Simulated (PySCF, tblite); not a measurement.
# CH10N2OSi2: a rotation path, then NMR shifts on frames, part 2 of 2

tblite 0.8.0 and PySCF 2.14.0. Atoms count from 0.

## Step 5: Nuclear shieldings: image 5, PBE0/pcSseg-1

What the job is given:

```
{"job": {"kind": "nmr", "xc": "PBE0", "basis": "pcSseg-1", "pop": false}, "charge": 0, "multiplicity": 1}
C      1.425900     1.634900    -0.645200
O      1.233600     0.658100     0.326900
Si    -0.041200    -0.366200     0.492600
N      0.758800    -1.860700     0.817600
N     -1.051800     0.107200     1.828300
Si    -1.319000    -0.573300    -1.396600
H      1.521000     1.185300    -1.637600
H      0.592900     2.345100    -0.666500
H      2.345000     2.172800    -0.406800
H      1.574700    -1.846000     1.408800
H      0.182400    -2.650900     1.050400
H     -0.633100     0.159300     2.745300
H     -1.692900     0.876600     1.717100
H     -0.515800    -0.784800    -2.609200
H     -2.276700    -1.681700    -1.347400
H     -2.111300     0.633300    -1.689000
```

Level: GIAO PBE0/pcSseg-1 NMR shielding, non-relativistic, gas phase.

The program printed:

```text
coarse grid: 13744 points
cycle   1  E = -807.2017689971  dE =  5.055e-01  |g| = 8.208e-01  |ddm| = 3.472e+00
cycle   2  E = -807.0542176328  dE =  1.476e-01  |g| = 1.201e+00  |ddm| = 1.707e+00
cycle   3  E = -807.3291177463  dE = -2.749e-01  |g| = 1.132e-01  |ddm| = 1.189e+00
cycle   4  E = -807.3309660768  dE = -1.848e-03  |g| = 5.425e-02  |ddm| = 1.168e-01
cycle   5  E = -807.3315281915  dE = -5.621e-04  |g| = 7.300e-03  |ddm| = 4.431e-02
cycle   6  E = -807.3315400593  dE = -1.187e-05  |g| = 1.963e-03  |ddm| = 8.453e-03
cycle   7  E = -807.3315408755  dE = -8.162e-07  |g| = 4.835e-04  |ddm| = 1.983e-03
final grid: 121976 points
cycle   8  E = -807.3685895253  dE = -2.001e-05  |g| = 1.092e-02  |ddm| = 2.001e-02
cycle   9  E = -807.3685668187  dE =  2.271e-05  |g| = 1.562e-02  |ddm| = 1.698e-02
cycle  10  E = -807.3686121262  dE = -4.531e-05  |g| = 1.341e-03  |ddm| = 1.059e-02
cycle  11  E = -807.3686125058  dE = -3.797e-07  |g| = 1.910e-04  |ddm| = 1.341e-03
cycle  12  E = -807.3686125113  dE = -5.508e-09  |g| = 8.742e-05  |ddm| = 2.119e-04
cycle  13  E = -807.3686125128  dE = -1.439e-09  |g| = 2.247e-05  |ddm| = 7.303e-05
cycle  14  E = -807.3686125129  dE = -1.010e-10  |g| = 4.436e-06  |ddm| = 2.113e-05
converged SCF energy = -807.3686125129

GIAO shielding tensors (ppm)
atom      isotropic    diamagn.    paramagn.     s11        s22        s33       span
  0 C      134.941     243.775    -108.834    107.341    113.462    184.020     76.679
  1 O      297.018     400.758    -103.740    207.540    323.274    360.241    152.701
  2 Si     366.220     881.034    -514.814    340.580    368.217    389.863     49.283
  3 N      241.475     317.821     -76.345    203.775    250.643    270.008     66.233
  4 N      219.046     320.961    -101.915    191.799    201.748    263.590     71.791
  5 Si     483.290     882.220    -398.929    475.724    486.093    488.054     12.331
  6 H       27.933      30.019      -2.086     23.479     26.205     34.116     10.637
  7 H       27.986      30.339      -2.353     23.962     25.707     34.291     10.329
  8 H       27.825      28.226      -0.400     23.324     25.456     34.695     11.371
  9 H       30.982      31.420      -0.438     24.227     26.983     41.736     17.509
 10 H       31.816      31.097       0.719     24.655     27.626     43.165     18.510
 11 H       30.864      31.524      -0.660     24.864     26.159     41.567     16.703
 12 H       30.726      32.908      -2.182     24.541     27.059     40.578     16.037
 13 H       28.407      30.269      -1.862     25.021     26.343     33.857      8.836
 14 H       28.600      29.821      -1.221     25.267     26.324     34.209      8.943
 15 H       28.555      30.501      -1.946     25.196     26.461     34.009      8.813
```

Wall time 18 s (1 thread of Arm Neoverse V2, shared host); peak memory 0.87 GiB.

Key values: δ C0 52.0, O1 39.1, Si2 -17.1, Si5 -134.1, H8 3.89, H6 3.78 ppm.

## Step 6: Shielding tensors: image 6, PBE0/pcSseg-1

What the job is given:

```
{"job": {"kind": "nmr", "xc": "PBE0", "basis": "pcSseg-1", "pop": false}, "charge": 0, "multiplicity": 1}
C      1.392200     1.666600    -0.593500
O      1.311500     0.545800     0.226900
Si    -0.014700    -0.398600     0.458900
N      0.743900    -1.897900     0.842200
N     -1.007500     0.168000     1.772100
Si    -1.302700    -0.621400    -1.421900
H      1.298400     1.383100    -1.646200
H      0.605300     2.391700    -0.361600
H      2.364600     2.135600    -0.434400
H      1.561600    -1.885900     1.430400
H      0.144000    -2.661300     1.101900
H     -0.599800     0.233900     2.693000
H     -1.642200     0.937600     1.633400
H     -0.510200    -0.895400    -2.628500
H     -2.296600    -1.695000    -1.334700
H     -2.055300     0.602200    -1.749300
```

Method: GIAO PBE0/pcSseg-1 NMR shielding, non-relativistic, gas phase.

The program printed:

```text
coarse grid: 13744 points
cycle   1  E = -807.2022679019  dE =  5.081e-01  |g| = 8.210e-01  |ddm| = 3.476e+00
cycle   2  E = -807.0532832081  dE =  1.490e-01  |g| = 1.204e+00  |ddm| = 1.719e+00
cycle   3  E = -807.3298604002  dE = -2.766e-01  |g| = 1.134e-01  |ddm| = 1.200e+00
cycle   4  E = -807.3317131012  dE = -1.853e-03  |g| = 5.428e-02  |ddm| = 1.163e-01
cycle   5  E = -807.3322756727  dE = -5.626e-04  |g| = 7.500e-03  |ddm| = 4.461e-02
cycle   6  E = -807.3322881070  dE = -1.243e-05  |g| = 2.093e-03  |ddm| = 8.671e-03
cycle   7  E = -807.3322890307  dE = -9.237e-07  |g| = 5.214e-04  |ddm| = 2.066e-03
final grid: 121976 points
cycle   8  E = -807.3692626281  dE = -1.829e-05  |g| = 1.118e-02  |ddm| = 1.980e-02
cycle   9  E = -807.3692380002  dE =  2.463e-05  |g| = 1.615e-02  |ddm| = 1.741e-02
cycle  10  E = -807.3692860227  dE = -4.802e-05  |g| = 1.343e-03  |ddm| = 1.097e-02
cycle  11  E = -807.3692864045  dE = -3.818e-07  |g| = 1.901e-04  |ddm| = 1.342e-03
cycle  12  E = -807.3692864099  dE = -5.486e-09  |g| = 8.664e-05  |ddm| = 2.095e-04
cycle  13  E = -807.3692864114  dE = -1.425e-09  |g| = 2.301e-05  |ddm| = 7.384e-05
cycle  14  E = -807.3692864115  dE = -1.096e-10  |g| = 4.615e-06  |ddm| = 2.140e-05
converged SCF energy = -807.3692864115

GIAO shielding tensors (ppm)
atom      isotropic    diamagn.    paramagn.     s11        s22        s33       span
  0 C      135.336     244.184    -108.848    107.368    115.045    183.595     76.227
  1 O      293.638     400.526    -106.888    199.003    324.538    357.374    158.371
  2 Si     367.375     881.035    -513.661    338.681    369.185    394.257     55.576
  3 N      242.894     317.677     -74.783    205.314    252.741    270.629     65.315
  4 N      220.879     321.321    -100.442    193.856    199.942    268.838     74.983
  5 Si     482.725     882.170    -399.446    473.894    485.671    488.609     14.715
  6 H       28.017      30.088      -2.071     23.396     26.539     34.117     10.721
  7 H       28.036      30.437      -2.401     23.996     25.829     34.284     10.288
  8 H       27.842      28.305      -0.463     23.328     25.479     34.719     11.391
  9 H       30.952      31.387      -0.435     24.123     27.003     41.729     17.607
 10 H       31.861      31.032       0.829     24.693     27.652     43.238     18.544
 11 H       30.925      31.635      -0.710     24.831     26.022     41.922     17.091
 12 H       30.564      33.064      -2.500     24.420     26.874     40.398     15.977
 13 H       28.400      30.177      -1.776     25.023     26.224     33.954      8.931
 14 H       28.615      29.805      -1.191     25.290     26.339     34.214      8.924
 15 H       28.546      30.527      -1.981     25.204     26.568     33.866      8.663
```

It took 18 s on 1 thread of Arm Neoverse V2, shared host; peak memory 0.87 GiB.

Key values: δ C0 51.6, O1 42.4, Si2 -18.2, Si5 -133.6, H8 3.88, H6 3.70 ppm.

## Step 7: Shielding tensors: image 8, PBE0/pcSseg-1

What the job is given:

```
{"job": {"kind": "nmr", "xc": "PBE0", "basis": "pcSseg-1", "pop": false}, "charge": 0, "multiplicity": 1}
C      1.411300     1.689600    -0.477800
O      1.344000     0.451000     0.149900
Si    -0.012600    -0.442000     0.405900
N      0.744600    -1.918800     0.870900
N     -1.020300     0.187000     1.673200
Si    -1.309700    -0.674300    -1.471700
H      0.915400     1.666900    -1.453300
H      0.937000     2.464800     0.132800
H      2.463200     1.943600    -0.618200
H      1.694300    -1.878000     1.202700
H      0.208900    -2.569800     1.417700
H     -0.611000     0.490100     2.543400
H     -1.841100     0.730300     1.466300
H     -0.561600    -1.065100    -2.672600
H     -2.392900    -1.650900    -1.323100
H     -1.977200     0.584500    -1.857500
```

Level: GIAO PBE0/pcSseg-1 NMR shielding, non-relativistic, gas phase.

The program printed:

```text
coarse grid: 13744 points
cycle   1  E = -807.2046903493  dE =  5.091e-01  |g| = 8.183e-01  |ddm| = 3.481e+00
cycle   2  E = -807.0573856310  dE =  1.473e-01  |g| = 1.199e+00  |ddm| = 1.710e+00
cycle   3  E = -807.3315588326  dE = -2.742e-01  |g| = 1.097e-01  |ddm| = 1.178e+00
cycle   4  E = -807.3332589139  dE = -1.700e-03  |g| = 5.355e-02  |ddm| = 1.120e-01
cycle   5  E = -807.3338064734  dE = -5.476e-04  |g| = 7.473e-03  |ddm| = 4.492e-02
cycle   6  E = -807.3338189768  dE = -1.250e-05  |g| = 1.991e-03  |ddm| = 8.664e-03
cycle   7  E = -807.3338198220  dE = -8.452e-07  |g| = 4.750e-04  |ddm| = 2.022e-03
final grid: 121976 points
cycle   8  E = -807.3710658340  dE = -1.687e-05  |g| = 1.117e-02  |ddm| = 1.893e-02
cycle   9  E = -807.3710411573  dE =  2.468e-05  |g| = 1.615e-02  |ddm| = 1.789e-02
cycle  10  E = -807.3710891585  dE = -4.800e-05  |g| = 1.348e-03  |ddm| = 1.107e-02
cycle  11  E = -807.3710895440  dE = -3.855e-07  |g| = 1.832e-04  |ddm| = 1.315e-03
cycle  12  E = -807.3710895491  dE = -5.104e-09  |g| = 8.532e-05  |ddm| = 2.225e-04
cycle  13  E = -807.3710895505  dE = -1.383e-09  |g| = 2.173e-05  |ddm| = 7.280e-05
cycle  14  E = -807.3710895506  dE = -1.003e-10  |g| = 4.413e-06  |ddm| = 2.113e-05
converged SCF energy = -807.3710895506

GIAO shielding tensors (ppm)
atom      isotropic    diamagn.    paramagn.     s11        s22        s33       span
  0 C      135.284     244.167    -108.883    109.611    112.794    183.445     73.834
  1 O      295.810     400.451    -104.641    218.883    317.828    350.717    131.833
  2 Si     369.388     880.815    -511.428    335.117    374.545    398.500     63.383
  3 N      241.250     318.087     -76.837    199.346    253.381    271.021     71.675
  4 N      221.764     322.058    -100.294    194.760    198.802    271.729     76.968
  5 Si     483.306     882.061    -398.755    469.295    487.162    493.461     24.165
  6 H       28.140      30.451      -2.310     23.270     27.147     34.004     10.734
  7 H       27.921      29.930      -2.009     23.613     25.770     34.379     10.766
  8 H       27.828      28.410      -0.581     23.388     25.467     34.630     11.242
  9 H       30.916      31.687      -0.771     23.765     27.537     41.446     17.681
 10 H       31.850      30.802       1.048     24.700     27.533     43.316     18.616
 11 H       30.798      31.962      -1.164     24.499     25.710     42.183     17.684
 12 H       30.577      33.232      -2.655     24.480     27.121     40.131     15.651
 13 H       28.477      30.019      -1.542     25.175     26.100     34.157      8.982
 14 H       28.605      29.766      -1.161     25.366     26.356     34.093      8.728
 15 H       28.501      30.628      -2.126     25.158     26.644     33.702      8.544
```

It took 18 s on 1 thread of Arm Neoverse V2, shared host; peak memory 0.87 GiB.

This run: δ C0 51.6, O1 40.3, Si2 -20.2, Si5 -134.1, H8 3.89, H7 3.80 ppm.

## Step 8: Run by run: NMR shifts

Shifts (ppm) of some atoms, chosen among heavy atoms and hydrogens apart, with basis size and wall time:

| frame | H12 | H10 | O1 | Si2 | Si5 | N4 | N3 | functions | time |
| --- | --- | --- | --- | --- | --- | --- | --- | --- | --- |
| image 0 | 0.82 | 0.20 | 38.9 | -19.6 | -135.7 | 45.2 | 27.4 | 166 | 16 s |
| image 2 | 0.68 | 0.15 | 39.8 | -18.1 | -134.0 | 46.1 | 27.5 | 166 | 18 s |
| image 5 | 0.99 | -0.10 | 39.1 | -17.1 | -134.1 | 48.7 | 26.3 | 166 | 18 s |
| image 6 | 1.15 | -0.14 | 42.4 | -18.2 | -133.6 | 46.9 | 24.8 | 166 | 18 s |
| image 8 | 1.14 | -0.13 | 40.3 | -20.2 | -134.1 | 46.0 | 26.5 | 166 | 18 s |

## Step 9: Summary of results

The summary covers parts 1 to 2.

| quantity | value |
| --- | --- |
| barrier | 0.081 eV (1.9 kcal/mol) at image 5 |
| end to end (GFN2-xTB) | 0.052 eV |
| ¹³C shifts against TMS (PBE0/pcSseg-1, image 0) | 52.7 ppm |
| ¹H shifts against TMS (PBE0/pcSseg-1, image 0) | 3.86, 3.78, 3.76, 3.34, 3.05, 3.04, 0.88, 0.82, 0.54, 0.20 ppm |
| ¹⁷O shifts against H2O (PBE0/pcSseg-1, image 0) | 38.9 ppm |
| ²⁹Si shifts against TMS (PBE0/pcSseg-1, image 0) | -19.6, -135.7 ppm |
| ¹⁵N shifts against NH3 (PBE0/pcSseg-1, image 0) | 45.2, 27.4 ppm |
| range of the shift of O1 | 38.9 to 42.4 ppm |

In words: Along the band the dihedral turns by 107°, and the top (dihedral 136°) lies 1.9 kcal/mol above the start (GFN2-xTB, rough), so at room temperature this motion is fast. The top was not checked by a frequency run. Shifts at one fixed geometry are not the observed spectrum, which averages over the motion. Across the 5 runs the shift of O1 moves most, between 38.9 (image 0) and 42.4 ppm (image 6).
